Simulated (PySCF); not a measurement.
**Tl(OH)3(NH3): other functionals and bases at one geometry**

How far do other levels of theory move the description of Tl(OH)3(NH3), and what does each cost? It is a constructed species; whether it can be made isn't addressed.

Computed with PySCF 2.14.0. Level: several levels, as the steps say, no spin–orbit coupling.

## 1. Where the work starts

11 atoms, charge 0, spin multiplicity 1.

Bond lengths: Tl1–O2 2.110 Å, Tl1–O4 2.096 Å, Tl1–O6 2.091 Å, Tl1–N8 2.449 Å, O2–H3 0.966 Å, O4–H5 0.966 Å, O6–H7 0.966 Å, N8–H9 1.022 Å, N8–H10 1.018 Å, N8–H11 1.018 Å. Angles: O2–Tl1–O4 117.8°, O2–Tl1–O6 118.8°, O2–Tl1–N8 82.0°, O4–Tl1–O6 121.9°, O4–Tl1–N8 98.8°, O6–Tl1–N8 100.6°, Tl1–O2–H3 108.3°, Tl1–O4–H5 105.9°, Tl1–O6–H7 106.6°, Tl1–N8–H9 97.6°, Tl1–N8–H10 115.8°, Tl1–N8–H11 115.0°, H9–N8–H10 109.1°, H9–N8–H11 109.3°, H10–N8–H11 109.1°.

Geometry (Å):

```mol
H6NO3Tl
  3D, bonds by distance, orders not assigned

 11 10  0  0  0  0  0  0  0  0999 V2000
    0.1492   -0.2948    0.1790 Tl  0  0
    0.5099    1.4732    1.2732 O   0  0
    1.4634    1.5650    1.3945 H   0  0
   -1.3893   -1.5565    0.8386 O   0  0
   -1.5653   -1.3031    1.7541 H   0  0
    1.5741   -0.9234   -1.2165 O   0  0
    1.4311   -1.8694   -1.3489 H   0  0
   -1.1840    1.2324   -1.1946 N   0  0
   -0.9661    2.0938   -0.6905 H   0  0
   -0.8886    1.3291   -2.1642 H   0  0
   -2.1890    1.0708   -1.1668 H   0  0
  1  2  8  0
  1  4  8  0
  1  6  8  0
  1  8  8  0
  2  3  8  0
  4  5  8  0
  6  7  8  0
  8  9  8  0
  8 10  8  0
  8 11  8  0
M  END
```

Formal oxidation states: Tl +3. An earlier session relaxed this geometry at PBE0, Tl def2-SVP with ECP60, O def2-SVP, H def2-SVP, N def2-SVP (singlet, point group C1).

At PBE0 on the finer grid: E = -455.989601 Eh, HOMO -7.41 eV, LUMO -1.65 eV, Mulliken charge on Tl1 +0.68 e, largest force component 0.020 eV/Å. 

Levels to run: revPBE; TPSSh; PBE0, TZVP. Hardware: 2 threads of Arm Neoverse V1, shared host.

## 2. revPBE

Input file run.py (the lines that set the calculation):

```python
mol = gto.M(atom='''
Tl     0.14923    -0.29479     0.17904
O      0.50993     1.47317     1.27325
H      1.46338     1.56501     1.39449
O     -1.38926    -1.55648     0.83855
H     -1.56532    -1.30310     1.75405
O      1.57415    -0.92339    -1.21645
H      1.43108    -1.86940    -1.34890
N     -1.18395     1.23238    -1.19457
H     -0.96610     2.09377    -0.69053
H     -0.88860     1.32905    -2.16423
H     -2.18903     1.07082    -1.16683''',
    basis={'Tl': 'def2-SVP', 'O': 'def2-SVP', 'H': 'def2-SVP', 'N': 'def2-SVP'},
    ecp={'Tl': 'def2-SVP'},
    charge=0, spin=0)
mf = dft.RKS(mol, xc='PBE_R,PBE')
mf.grids.atom_grid = (75, 302)
mf = mf.density_fit()  # fitting sets: Tl def2-universal-JKFIT, O def2-universal-JKFIT, H def2-universal-JKFIT, N def2-universal-JKFIT
mf.conv_tol = 1e-08; mf.max_cycle = 55
mf.kernel(dm0)  # dm0: the density of the relaxed state
```

Started as:

```bash
$ OMP_NUM_THREADS=2 python run.py
```

## 3. TPSSh

run.py (the lines that set the calculation), as its differences from that of step 2:

```diff
@@ -15,3 +15,3 @@
     charge=0, spin=0)
-mf = dft.RKS(mol, xc='PBE_R,PBE')
+mf = dft.RKS(mol, xc='TPSSH')
 mf.grids.atom_grid = (75, 302)
```

## 4. PBE0, TZVP

Basis: Tl def2-TZVP with ECP60, O def2-TZVP, H def2-TZVP, N def2-TZVP. 

run.py (the lines that set the calculation), as its differences from that of step 3:

```diff
@@ -12,6 +12,6 @@
 H     -2.18903     1.07082    -1.16683''',
-    basis={'Tl': 'def2-SVP', 'O': 'def2-SVP', 'H': 'def2-SVP', 'N': 'def2-SVP'},
-    ecp={'Tl': 'def2-SVP'},
+    basis={'Tl': 'def2-TZVP', 'O': 'def2-TZVP', 'H': 'def2-TZVP', 'N': 'def2-TZVP'},
+    ecp={'Tl': 'def2-TZVP'},
     charge=0, spin=0)
-mf = dft.RKS(mol, xc='TPSSH')
+mf = dft.RKS(mol, xc='PBE0')
 mf.grids.atom_grid = (75, 302)
@@ -19,2 +19,2 @@
 mf.conv_tol = 1e-08; mf.max_cycle = 55
-mf.kernel(dm0)  # dm0: the density of the relaxed state
+mf.kernel(dm0)  # dm0: free metal ions and neutral atoms
```

Q: Predict the outcome of this session. Wanted: for each run, HOMO; gap; charge on Tl1; dipole; largest force.

The runs gave:

| level | state | HOMO (eV) | gap (eV) | charge on Tl1 (e) | dipole (D) | largest force (eV/Å) | basis functions | time |
| --- | --- | --- | --- | --- | --- | --- | --- | --- |
| PBE0 (relaxed here) | singlet | -7.41 | 5.77 | 0.68 | 2.90 | 0.02 | 112 | 19 s |
| revPBE | singlet | -5.59 | 3.22 | 0.52 | 2.97 | 0.66 | 112 | 7 s |
| TPSSh | singlet | -6.47 | 4.42 | 0.62 | 2.93 | 0.34 | 112 | 9.9 s |
| PBE0, TZVP | singlet | -7.79 | 5.79 | 0.96 | 2.80 | 0.27 | 210 | 19 s |

Times are on 2 threads of Arm Neoverse V1, shared host; the first row also made further properties.

In one basis the HOMO–LUMO gap runs from 3.22 eV (revPBE) to 5.77 eV (PBE0); the widest gap comes with exact exchange. The largest leftover force, 0.66 eV/Å with revPBE, stands at a geometry relaxed at another level. The Mulliken charge on Tl spans +0.52 to +0.96 e over the levels. Total energies of different levels can't be compared. Spin–orbit coupling is left out throughout.
